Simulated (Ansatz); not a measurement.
# CH4F3NZr: single points with varied inputs

How do the results and run time of CH4F3NZr respond when the settings are drawn wide?

Program: Ansatz 0.2.0, Gaussian basis. Level of theory: the settings change from run to run. These are calculated values, not measurements.

1 further run of the same task is left out (for a known fault of the program). Runs told in other sessions of the task aren't counted.

## 1. The geometry

An earlier PBE0-D4 in a triple-zeta def2 set relaxation fixed the geometry. Zr takes a core potential in def2 sets; no spin-orbit term is included.

SMILES `C[NH][Zr]([F])([F])[F]`, 10 atoms, charge 0, spin multiplicity 1.

Atoms are counted from 1 here; the program's logs count them from 0.

Bond lengths: C1–N2 1.451 Å, C1–H7 1.095 Å, C1–H8 1.095 Å, C1–H9 1.095 Å, N2–Zr3 2.007 Å, N2–H10 1.012 Å, Zr3–F4 1.912 Å, Zr3–F5 1.906 Å, Zr3–F6 1.912 Å. Angles: N2–C1–H7 112.0°, N2–C1–H8 112.1°, N2–C1–H9 110.2°, H7–C1–H8 108.5°, H7–C1–H9 106.9°, H8–C1–H9 106.9°, C1–N2–Zr3 125.0°, C1–N2–H10 112.0°, Zr3–N2–H10 122.9°, N2–Zr3–F4 107.9°, N2–Zr3–F5 107.7°, N2–Zr3–F6 108.0°, F4–Zr3–F5 113.2°, F4–Zr3–F6 106.7°, F5–Zr3–F6 113.1°.

## 2. B3LYP/def2-mTZVPP

Set apart from the defaults: charge +1, multiplicity 2, restricted open-shell orbitals, coordinates scaled by 1.12.

Input file in.yaml:

```yaml
crystal:
  periodic: [false, false, false]
  atoms:
    - {symbol: C, position_ang: [0.884507, -1.429298, 0.274743]}
    - {symbol: N, position_ang: [0.758442, 0.090010, -0.289022]}
    - {symbol: Zr, position_ang: [-1.094442, 1.358292, -0.176947]}
    - {symbol: F, position_ang: [-2.677361, 0.300221, -1.156016]}
    - {symbol: F, position_ang: [-0.652218, 3.237784, -1.086701]}
    - {symbol: F, position_ang: [-1.653548, 1.533806, 1.882216]}
    - {symbol: H, position_ang: [1.154089, -2.229488, -0.614899]}
    - {symbol: H, position_ang: [1.733678, -1.525100, 1.154648]}
    - {symbol: H, position_ang: [-0.179771, -1.789006, 0.766216]}
    - {symbol: H, position_ang: [1.726636, 0.452767, -0.754248]}
basis:
  gaussian: {orbitals: def2-mTZVPP}
total_charge: 1
magnetization: {spin_polarized: false, initial_magnetization: 1}
hamiltonian: {xc: {name: B3LYP}}
```

On the command line:

```bash
> ansatz run in.yaml --threads 4 --pin off --events-out ev --progress --plain --max-ram 11315MiB
```

The log of the run:

```text
Functional definition: B3LYP
  name "B3LYP"
  cite "Stephens, Devlin, Chabalowski & Frisch, J. Phys. Chem. 98, 11623 (1994) doi:10.1021/j100096a001"
  cite "Becke, Phys. Rev. A 38, 3098 (1988) doi:10.1103/PhysRevA.38.3098"
  cite "Lee, Yang & Parr, Phys. Rev. B 37, 785 (1988) doi:10.1103/PhysRevB.37.785"
  cite "Vosko, Wilk & Nusair, Can. J. Phys. 58, 1200 (1980) doi:10.1139/p80-159"
  parameter a0 = 0.2
  parameter ax = 0.72
  parameter ac = 0.81
  exchange = (1 - a0 - ax)*slater_x + ax*b88_x + a0*exact_x
  correlation = (1 - ac)*vwn_rpa_c + ac*lyp_c
1381 factors; their error is unknown
mean field evaluation 1: about -11998.5999 eV, gradient 1.2e2 eV
mean field evaluation 2: about -11504.7496 eV, gradient 4.7e2 eV
mean field evaluation 4: about -12001.3746 eV, gradient 9.5e1 eV
mean field evaluation 8: about -12023.7290 eV, gradient 6.6e-1 eV
mean field evaluation 16: about -12023.7638 eV, gradient 2.0e-3 eV
mean field evaluation 32: about -11873.1966 eV, gradient 1.6e2 eV
mean field evaluation 64: about -11960.9061 eV, gradient 8.4e1 eV
mean field -12023.76379321 eV, -441.8651694005 hartree, gradient 4.5e-5 eV, S^2 0.750000; 2 other end points of the search recorded, 0 dependent functions left out
reference -12023.76409770 eV, -441.8651805903 hartree; 28, 27 occupied and 140, 141 virtual orbitals, 1381 factors
Total energy: -12023.76409770 eV, -441.8651805903 hartree
```

Run time: 11 s. Hardware: 4 threads of Arm Neoverse V1, shared host.

## 3. B3LYP/ANO-RCC-VTZP

This run has a grid of angular degree 23, D3(BJ) dispersion, the search for lower states set to light.

Input file in.yaml:

```yaml
crystal:
  periodic: [false, false, false]
  atoms:
    - {symbol: C, position_ang: [0.789738, -1.276159, 0.245306]}
    - {symbol: N, position_ang: [0.677180, 0.080366, -0.258056]}
    - {symbol: Zr, position_ang: [-0.977181, 1.212761, -0.157988]}
    - {symbol: F, position_ang: [-2.390501, 0.268055, -1.032158]}
    - {symbol: F, position_ang: [-0.582337, 2.890879, -0.970269]}
    - {symbol: F, position_ang: [-1.476383, 1.369470, 1.680550]}
    - {symbol: H, position_ang: [1.030436, -1.990614, -0.549017]}
    - {symbol: H, position_ang: [1.547927, -1.361696, 1.030936]}
    - {symbol: H, position_ang: [-0.160510, -1.597327, 0.684122]}
    - {symbol: H, position_ang: [1.541639, 0.404256, -0.673436]}
basis:
  gaussian: {orbitals: ANO-RCC-VTZP, final_grid: {core_spheres: 8, valence_spheres: 7, degree: 23}}
hamiltonian: {xc: {name: B3LYP}, dispersion: d3bj}
scf: {lower_state_search: light}
```

Launched as before.

The log of the run, shortened:

```text
Functional definition: B3LYP
  name "B3LYP"
  cite "Stephens, Devlin, Chabalowski & Frisch, J. Phys. Chem. 98, 11623 (1994) doi:10.1021/j100096a001"
  cite "Becke, Phys. Rev. A 38, 3098 (1988) doi:10.1103/PhysRevA.38.3098"
  cite "Lee, Yang & Parr, Phys. Rev. B 37, 785 (1988) doi:10.1103/PhysRevB.37.785"
  cite "Vosko, Wilk & Nusair, Can. J. Phys. 58, 1200 (1980) doi:10.1139/p80-159"
[...]
2024 factors; their error is unknown
[...]
mean field -108682.24762453 eV, -3993.9989327283 hartree, gradient 5.6e-5 eV, S^2 0.000000; 0 other end points of the search recorded, 0 dependent functions left out
reference -108682.24798480 eV, -3993.9989459677 hartree; 42, 42 occupied and 232, 232 virtual orbitals, 2024 factors
Total energy: -108682.59076852 eV, -3994.0115430370 hartree
Relativity: scalar
```

It took 9.5 s on 4 threads of Arm Neoverse V1, shared host; peak memory 0.96 GiB.

## 4. PBE-QIDH/ANO-RCC-VTZP

This run has multiplicity 3, atoms shaken by 0.03 Å, a point charge of 0.50 e beside it, the search for lower states set to full.

Input file in.yaml:

```yaml
crystal:
  periodic: [false, false, false]
  atoms:
    - {symbol: C, position_ang: [0.781630, -1.227858, 0.185743]}
    - {symbol: N, position_ang: [0.653679, 0.061424, -0.209507]}
    - {symbol: Zr, position_ang: [-0.906190, 1.219038, -0.151308]}
    - {symbol: F, position_ang: [-2.392536, 0.250714, -1.012928]}
    - {symbol: F, position_ang: [-0.607681, 2.892790, -1.030703]}
    - {symbol: F, position_ang: [-1.477543, 1.389066, 1.686139]}
    - {symbol: H, position_ang: [1.026888, -2.030432, -0.633944]}
    - {symbol: H, position_ang: [1.537424, -1.376051, 1.013382]}
    - {symbol: H, position_ang: [-0.174570, -1.580667, 0.640029]}
    - {symbol: H, position_ang: [1.590902, 0.399415, -0.682496]}
basis:
  gaussian: {orbitals: ANO-RCC-VTZP, point_charges: [{charge: 0.50, position_ang: [5.771, 0.678, -0.388]}]}
magnetization: {spin_polarized: true, initial_magnetization: 2}
hamiltonian: {xc: {name: PBE-QIDH}}
scf: {lower_state_search: full}
```

Same command.

The log of the run, shortened:

```text
Functional definition: PBE-QIDH
  name "PBE-QIDH"
  cite "Brémond, Sancho-García, Pérez-Jiménez & Adamo, J. Chem. Phys. 141, 031101 (2014) doi:10.1063/1.4890314"
  cite "Perdew, Burke & Ernzerhof, Phys. Rev. Lett. 77, 3865 (1996) doi:10.1103/PhysRevLett.77.3865"
[...]
1747 factors; integrals over basis functions are off by at most 9.9e-4 eV
[...]
mean field -108627.48349442 eV, -3991.9863880672 hartree, gradient 5.7e-6 eV, S^2 2.011503; 14 other end points of the search recorded, 0 dependent functions left out
19 core orbitals not correlated: weight in the atoms' cores, before any rotation towards them, 1.000 or more for the frozen orbitals, at most 0.000 for the correlated occupied ones
reference -108627.48352162 eV, -3991.9863890668 hartree; 24, 22 occupied and 231, 233 virtual orbitals, 1747 factors
second order -46.40756152 eV of doubles, -0.00000000 eV of singles
Total energy: -108642.95270880 eV, -3992.5548712101 hartree
Relativity: scalar
```

Wall time 4 min (4 threads of Arm Neoverse V1, shared host); peak memory 1.6 GiB.

⟨S²⟩ 2.012.

## 5. PBE-QIDH/def2-SVP

Set apart from the defaults: atoms shaken by 0.08 Å.

Input file in.yaml:

```yaml
crystal:
  periodic: [false, false, false]
  atoms:
    - {symbol: C, position_ang: [0.759846, -1.210796, 0.104121]}
    - {symbol: N, position_ang: [0.764784, -0.097433, -0.124264]}
    - {symbol: Zr, position_ang: [-0.981453, 1.385490, -0.250881]}
    - {symbol: F, position_ang: [-2.554716, 0.235664, -1.002369]}
    - {symbol: F, position_ang: [-0.484145, 2.822864, -1.003742]}
    - {symbol: F, position_ang: [-1.489678, 1.328785, 1.746834]}
    - {symbol: H, position_ang: [1.048380, -1.922474, -0.530480]}
    - {symbol: H, position_ang: [1.461976, -1.367134, 1.126817]}
    - {symbol: H, position_ang: [-0.137301, -1.582911, 0.651151]}
    - {symbol: H, position_ang: [1.544491, 0.365609, -0.758724]}
basis:
  gaussian: {orbitals: def2-SVP}
hamiltonian: {xc: {name: PBE-QIDH}}
```

Same command.

The log of the run, shortened:

```text
Functional definition: PBE-QIDH
  name "PBE-QIDH"
  cite "Brémond, Sancho-García, Pérez-Jiménez & Adamo, J. Chem. Phys. 141, 031101 (2014) doi:10.1063/1.4890314"
  cite "Perdew, Burke & Ernzerhof, Phys. Rev. Lett. 77, 3865 (1996) doi:10.1103/PhysRevLett.77.3865"
[...]
1201 factors; integrals over basis functions are off by at most 1.0e-3 eV
[...]
mean field -11987.33700707 eV, -440.5265097008 hartree, gradient 5.1e-6 eV, S^2 0.000000; 0 other end points of the search recorded, 0 dependent functions left out
5 core orbitals not correlated: weight in the atoms' cores, before any rotation towards them, 1.000 or more for the frozen orbitals, at most 0.000 for the correlated occupied ones
reference -11987.33703288 eV, -440.5265106495 hartree; 23, 23 occupied and 93, 93 virtual orbitals, 1201 factors
second order -35.05646998 eV of doubles, -0.00000000 eV of singles
Total energy: -11999.02252288 eV, -440.9559444861 hartree
```

It took 3.2 s on 4 threads of Arm Neoverse V1, shared host.

## 6. B2PLYP/cc-pVTZ-DK

This run has high accuracy, the search for lower states set to off.

Input file in.yaml:

```yaml
crystal:
  periodic: [false, false, false]
  atoms:
    - {symbol: C, position_ang: [0.789738, -1.276159, 0.245306]}
    - {symbol: N, position_ang: [0.677180, 0.080366, -0.258056]}
    - {symbol: Zr, position_ang: [-0.977181, 1.212761, -0.157988]}
    - {symbol: F, position_ang: [-2.390501, 0.268055, -1.032158]}
    - {symbol: F, position_ang: [-0.582337, 2.890879, -0.970269]}
    - {symbol: F, position_ang: [-1.476383, 1.369470, 1.680550]}
    - {symbol: H, position_ang: [1.030436, -1.990614, -0.549017]}
    - {symbol: H, position_ang: [1.547927, -1.361696, 1.030936]}
    - {symbol: H, position_ang: [-0.160510, -1.597327, 0.684122]}
    - {symbol: H, position_ang: [1.541639, 0.404256, -0.673436]}
basis:
  gaussian: {orbitals: cc-pVTZ-DK}
hamiltonian: {xc: {name: B2PLYP}}
accuracy: high
scf: {lower_state_search: off}
```

Launched as before.

The log of the run, shortened:

```text
Functional definition: B2PLYP
  name "B2PLYP"
  cite "Grimme, J. Chem. Phys. 124, 034108 (2006) doi:10.1063/1.2148954"
  cite "Becke, Phys. Rev. A 38, 3098 (1988) doi:10.1103/PhysRevA.38.3098"
  cite "Lee, Yang & Parr, Phys. Rev. B 37, 785 (1988) doi:10.1103/PhysRevB.37.785"
[...]
4961 factors; integrals over basis functions are off by at most 2.2e-8 eV
[...]
mean field -108648.07572310 eV, -3992.7431385133 hartree, gradient 5.8e-8 eV, S^2 0.000000; 0 other end points of the search recorded, 0 dependent functions left out
19 core orbitals not correlated: weight in the atoms' cores, before any rotation towards them, 1.000 or more for the frozen orbitals, at most 0.000 for the correlated occupied ones
reference -108648.07575502 eV, -3992.7431396864 hartree; 23, 23 occupied and 241, 241 virtual orbitals, 4961 factors
second order -49.39135519 eV of doubles, -0.00000000 eV of singles
Total energy: -108661.41142093 eV, -3993.2332163690 hartree
Relativity: scalar
Checks for a lower state left out: stability, starts, cluster_reference, orbital_swaps, neighbouring_geometries, increment
```

Wall time 37 s (4 threads of Arm Neoverse V1, shared host); peak memory 2.3 GiB.

## 7. PBE-QIDH/def2-SVPD

This run has a grid of angular degree 23, high accuracy.

in.yaml: that of step 6 with these lines changed.

```diff
@@ -14,5 +14,4 @@
 basis:
-  gaussian: {orbitals: cc-pVTZ-DK}
-hamiltonian: {xc: {name: B2PLYP}}
+  gaussian: {orbitals: def2-SVPD, final_grid: {core_spheres: 8, valence_spheres: 7, degree: 23}}
+hamiltonian: {xc: {name: PBE-QIDH}}
 accuracy: high
-scf: {lower_state_search: off}
```

The command is unchanged.

The log of the run, shortened:

```text
Functional definition: PBE-QIDH
  name "PBE-QIDH"
  cite "Brémond, Sancho-García, Pérez-Jiménez & Adamo, J. Chem. Phys. 141, 031101 (2014) doi:10.1063/1.4890314"
  cite "Perdew, Burke & Ernzerhof, Phys. Rev. Lett. 77, 3865 (1996) doi:10.1103/PhysRevLett.77.3865"
[...]
3607 factors; integrals over basis functions are off by at most 3.3e-9 eV
[...]
mean field -11994.31753458 eV, -440.7830393553 hartree, gradient 6.4e-8 eV, S^2 0.000000; 0 other end points of the search recorded, 0 dependent functions left out
5 core orbitals not correlated: weight in the atoms' cores, before any rotation towards them, 1.000 or more for the frozen orbitals, at most 0.000 for the correlated occupied ones
reference -11994.31753661 eV, -440.7830394301 hartree; 23, 23 occupied and 147, 147 virtual orbitals, 3607 factors
second order -36.86951620 eV of doubles, -0.00000000 eV of singles
Total energy: -12006.60737534 eV, -441.2346826731 hartree
```

Run time: 9 s. Hardware: 4 threads of Arm Neoverse V1, shared host; peak memory 0.97 GiB.

## 8. B3LYP/def2-TZVP

Options: the search for lower states set to light.

in.yaml: that of step 7 with these lines changed.

```diff
@@ -14,4 +14,5 @@
 basis:
-  gaussian: {orbitals: def2-SVPD, final_grid: {core_spheres: 8, valence_spheres: 7, degree: 23}}
-hamiltonian: {xc: {name: PBE-QIDH}}
-accuracy: high
+  gaussian: {orbitals: def2-TZVP}
+hamiltonian: {xc: {name: B3LYP}}
+scf: {lower_state_search: light}
+output: {forces: true}
```

Same command.

The log of the run, shortened:

```text
Functional definition: B3LYP
  name "B3LYP"
  cite "Stephens, Devlin, Chabalowski & Frisch, J. Phys. Chem. 98, 11623 (1994) doi:10.1021/j100096a001"
  cite "Becke, Phys. Rev. A 38, 3098 (1988) doi:10.1103/PhysRevA.38.3098"
  cite "Lee, Yang & Parr, Phys. Rev. B 37, 785 (1988) doi:10.1103/PhysRevB.37.785"
  cite "Vosko, Wilk & Nusair, Can. J. Phys. 58, 1200 (1980) doi:10.1139/p80-159"
[...]
1334 factors; their error is unknown
[...]
mean field -12036.68026655 eV, -442.3398410408 hartree, gradient 2.0e-5 eV, S^2 0.000000; 0 other end points of the search recorded, 0 dependent functions left out
[...]
reference -12036.68061685 eV, -442.3398539140 hartree; 28, 28 occupied and 191, 191 virtual orbitals, 1334 factors
Total energy: -12036.68061685 eV, -442.3398539140 hartree
Atom 0 at     0.789738    -1.276159     0.245306 Å, force     0.033023    -0.312650     0.113505 eV/Å
Atom 1 at     0.677180     0.080366    -0.258056 Å, force     0.209387     0.050519    -0.087801 eV/Å
Atom 2 at    -0.977181     1.212761    -0.157988 Å, force     0.003557     0.048202    -0.027461 eV/Å
Atom 3 at    -2.390501     0.268055    -1.032158 Å, force    -0.294380    -0.187838    -0.179835 eV/Å
Atom 4 at    -0.582337     2.890879    -0.970269 Å, force     0.080211     0.342101    -0.164906 eV/Å
Atom 5 at    -1.476383     1.369470     1.680550 Å, force    -0.106706     0.037472     0.380184 eV/Å
Atom 6 at     1.030436    -1.990614    -0.549017 Å, force     0.003557     0.005860     0.020530 eV/Å
Atom 7 at     1.547927    -1.361696     1.030936 Å, force    -0.008701    -0.009575    -0.017930 eV/Å
Atom 8 at    -0.160510    -1.597327     0.684122 Å, force     0.030919     0.002797    -0.010713 eV/Å
Atom 9 at     1.541639     0.404256    -0.673436 Å, force     0.049134     0.023113    -0.025572 eV/Å
Dipole moment:     0.518678    -0.288727    -0.058204 e Å
```

Run time: 4.4 s. Hardware: 4 threads of Arm Neoverse V1, shared host; peak memory 0.57 GiB.

Largest force 0.397 eV/Å, dipole 2.86 D.

## 9. B2PLYP/def2-TZVPD

This run has unrestricted orbitals, atoms shaken by 0.03 Å, high accuracy.

Input file in.yaml:

```yaml
crystal:
  periodic: [false, false, false]
  atoms:
    - {symbol: C, position_ang: [0.830230, -1.288468, 0.238104]}
    - {symbol: N, position_ang: [0.686794, 0.063415, -0.298313]}
    - {symbol: Zr, position_ang: [-0.950997, 1.219048, -0.136331]}
    - {symbol: F, position_ang: [-2.393137, 0.259732, -0.979551]}
    - {symbol: F, position_ang: [-0.555687, 2.955165, -1.022627]}
    - {symbol: F, position_ang: [-1.527233, 1.362755, 1.655831]}
    - {symbol: H, position_ang: [1.049699, -2.008978, -0.518246]}
    - {symbol: H, position_ang: [1.554607, -1.351085, 1.075463]}
    - {symbol: H, position_ang: [-0.174447, -1.584102, 0.628705]}
    - {symbol: H, position_ang: [1.538999, 0.459977, -0.668853]}
basis:
  gaussian: {orbitals: def2-TZVPD}
magnetization: {spin_polarized: true, initial_magnetization: 0}
hamiltonian: {xc: {name: B2PLYP}}
accuracy: high
output: {forces: true}
```

Same command.

The log of the run, shortened:

```text
Functional definition: B2PLYP
  name "B2PLYP"
  cite "Grimme, J. Chem. Phys. 124, 034108 (2006) doi:10.1063/1.2148954"
  cite "Becke, Phys. Rev. A 38, 3098 (1988) doi:10.1103/PhysRevA.38.3098"
  cite "Lee, Yang & Parr, Phys. Rev. B 37, 785 (1988) doi:10.1103/PhysRevB.37.785"
[...]
4485 factors; integrals over basis functions are off by at most 2.5e-8 eV
[...]
mean field -12014.15384882 eV, -441.5120104582 hartree, gradient 4.6e-8 eV, S^2 0.000000; 0 other end points of the search recorded, 0 dependent functions left out
5 core orbitals not correlated: weight in the atoms' cores, before any rotation towards them, 1.000 or more for the frozen orbitals, at most 0.000 for the correlated occupied ones
reference -12014.15388168 eV, -441.5120116656 hartree; 23, 23 occupied and 242, 242 virtual orbitals, 4485 factors
second order -48.06653472 eV of doubles, -0.00000000 eV of singles
[...]
Atom 0 at     0.830230    -1.288468     0.238104 Å, force    -1.009568     0.391909     1.099688 eV/Å
Atom 1 at     0.686794     0.063415    -0.298313 Å, force     0.122779     0.037670     0.246082 eV/Å
Atom 2 at    -0.950997     1.219048    -0.136331 Å, force     0.044609     1.139227    -1.714545 eV/Å
Atom 3 at    -2.393137     0.259732    -0.979551 Å, force     0.090151     0.027928     0.004457 eV/Å
Atom 4 at    -0.555687     2.955165    -1.022627 Å, force    -0.226557    -1.127568     0.642374 eV/Å
Atom 5 at    -1.527233     1.362755     1.655831 Å, force    -0.130641     0.072816     0.940741 eV/Å
Atom 6 at     1.049699    -2.008978    -0.518246 Å, force     0.440867    -0.492139    -0.595874 eV/Å
Atom 7 at     1.554607    -1.351085     1.075463 Å, force    -0.328084     0.005313    -0.487977 eV/Å
Atom 8 at    -0.174447    -1.584102     0.628705 Å, force     0.741996     0.049665    -0.024840 eV/Å
Atom 9 at     1.538999     0.459977    -0.668853 Å, force     0.254449    -0.104821    -0.110105 eV/Å
Dipole moment:     0.553702    -0.351562     0.067626 e Å
```

Run time: 3 min. Hardware: 4 threads of Arm Neoverse V1, shared host; peak memory 2.8 GiB.

Largest force 2.059 eV/Å, dipole 3.17 D, ⟨S²⟩ 0.000.

## 10. All runs side by side

```
                level  charge  multiplicity              geometry  functions  energy (eV)   time
    B3LYP/def2-mTZVPP       1             2                scaled        168   -12023.764   11 s
   B3LYP/ANO-RCC-VTZP       0             1               relaxed        274  -108682.591  9.5 s
PBE-QIDH/ANO-RCC-VTZP       0             3  shaken, point charge        274  -108642.953  4 min
    PBE-QIDH/def2-SVP       0             1                shaken        121   -11999.023  3.2 s
    B2PLYP/cc-pVTZ-DK       0             1               relaxed        283  -108661.411   37 s
   PBE-QIDH/def2-SVPD       0             1               relaxed        175   -12006.607    9 s
      B3LYP/def2-TZVP       0             1               relaxed        219   -12036.681  4.4 s
    B2PLYP/def2-TZVPD       0             1                shaken        270   -12027.132  3 min
```

## 11. Summary of results

```
                                         quantity                         value
                                             runs                             8
                                         quickest      PBE-QIDH/def2-SVP, 3.2 s
                                          slowest  PBE-QIDH/ANO-RCC-VTZP, 4 min
spread of total energies, same state and geometry                    96676.0 eV
```

PBE-QIDH/ANO-RCC-VTZP took 76 times as long as PBE-QIDH/def2-SVP. The jobs differ in tasks and options as well as level. Total energies at one charge and spin differ by 96676 eV between levels, so only differences within one level mean anything. Some of these runs are scalar-relativistic and others not, which shifts the totals of all-electron atoms past neon by several eV an atom and more; core potentials, where a basis has them, take the core out of the total altogether. At the PBE0-D4/def2-TZVP geometry and in the same state, the sound runs without point charges leave forces up to 0.40 eV/Å (B3LYP/def2-TZVP), against 2.1 eV/Å where the atoms were moved.
